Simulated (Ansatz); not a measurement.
# Cl: the cost of one run

All numbers below are computed with Ansatz 0.2.0 (DFT PBE+D3(BJ), plane waves, PAW, scalar-relativistic, no spin polarisation).

## (1) The system as given

The cell holds 16 atoms (Cl16): a = 8.434 Å, b = 8.434 Å, c = 8.434 Å, α = 90.00°, β = 90.00°, γ = 90.00°.

Coordinates:

```cif
data_structure
_symmetry_space_group_name_H-M 'P 1'
_symmetry_Int_Tables_number 1
_cell_length_a 8.4343
_cell_length_b 8.4343
_cell_length_c 8.4343
_cell_angle_alpha 90.000
_cell_angle_beta 90.000
_cell_angle_gamma 90.000
_cell_volume 600.00
loop_
_atom_site_label
_atom_site_type_symbol
_atom_site_fract_x
_atom_site_fract_y
_atom_site_fract_z
_atom_site_occupancy
Cl1 Cl 0.32217 0.78841 0.80249 1
Cl2 Cl 0.23562 0.71909 0.59087 1
Cl3 Cl 0.88176 0.31942 0.81887 1
Cl4 Cl 0.90235 0.31154 0.58098 1
Cl5 Cl 0.27177 0.43228 0.03168 1
Cl6 Cl 0.45906 0.56935 0.08838 1
Cl7 Cl 0.50320 0.26236 0.78542 1
Cl8 Cl 0.56787 0.07274 0.65526 1
Cl9 Cl 0.49769 0.88031 0.30911 1
Cl10 Cl 0.55040 0.92899 0.08122 1
Cl11 Cl 0.22755 0.14622 0.26421 1
Cl12 Cl 0.00929 0.14564 0.16702 1
Cl13 Cl 0.86682 0.76091 0.63193 1
Cl14 Cl 0.85931 0.76867 0.39326 1
Cl15 Cl 0.60150 0.31851 0.35864 1
Cl16 Cl 0.76420 0.43727 0.23017 1
```

## (2) Relaxing the start

File input.yaml:

```yaml
accuracy: low
crystal:
  lattice:
    - [8.434327, 0.0, 0.0]
    - [0.0, 8.434327, 0.0]
    - [0.0, 0.0, 8.434327]
  atoms:
    - { symbol: Cl, position: [0.3221665, 0.7884148, 0.8024919] }
    - { symbol: Cl, position: [0.2356195, 0.7190924, 0.5908694] }
    - { symbol: Cl, position: [0.8817632, 0.3194189, 0.8188703] }
    - { symbol: Cl, position: [0.9023499, 0.311535, 0.5809751] }
    - { symbol: Cl, position: [0.2717725, 0.4322784, 0.0316779] }
    - { symbol: Cl, position: [0.4590578, 0.5693519, 0.0883803] }
    - { symbol: Cl, position: [0.5031958, 0.2623586, 0.7854155] }
    - { symbol: Cl, position: [0.5678668, 0.0727376, 0.6552556] }
    - { symbol: Cl, position: [0.4976891, 0.8803099, 0.309108] }
    - { symbol: Cl, position: [0.5504024, 0.9289947, 0.0812239] }
    - { symbol: Cl, position: [0.2275452, 0.1462187, 0.2642071] }
    - { symbol: Cl, position: [0.0092929, 0.1456414, 0.1670183] }
    - { symbol: Cl, position: [0.8668157, 0.760914, 0.6319302] }
    - { symbol: Cl, position: [0.8593082, 0.7686737, 0.3932599] }
    - { symbol: Cl, position: [0.6014954, 0.3185147, 0.3586371] }
    - { symbol: Cl, position: [0.7642009, 0.4372731, 0.2301714] }
basis:
  ecutwfc: 420.0
kpoints:
  mp_grid: { grid: [1, 1, 1] }
hamiltonian:
  xc: pbe
  dispersion: d3bj
scf:
  occupations: { method: fermi_dirac, width: 0.05 }
  lower_state_search: "off"
relax:
  f_tol: 0.3
  max_steps: 15
  adjacent_minimum: "off"
```

Run with:

```sh
ansatz run input.yaml --threads 1 --pin off --max-ram 3072MiB --backend cpu --events-out ev --progress --plain --runs-dir out
```

**Question.** How long does this run take on 1 thread of Arm Neoverse V2, shared host, and how much memory does it need?

About 31 s, with a peak of 0.47 GiB.
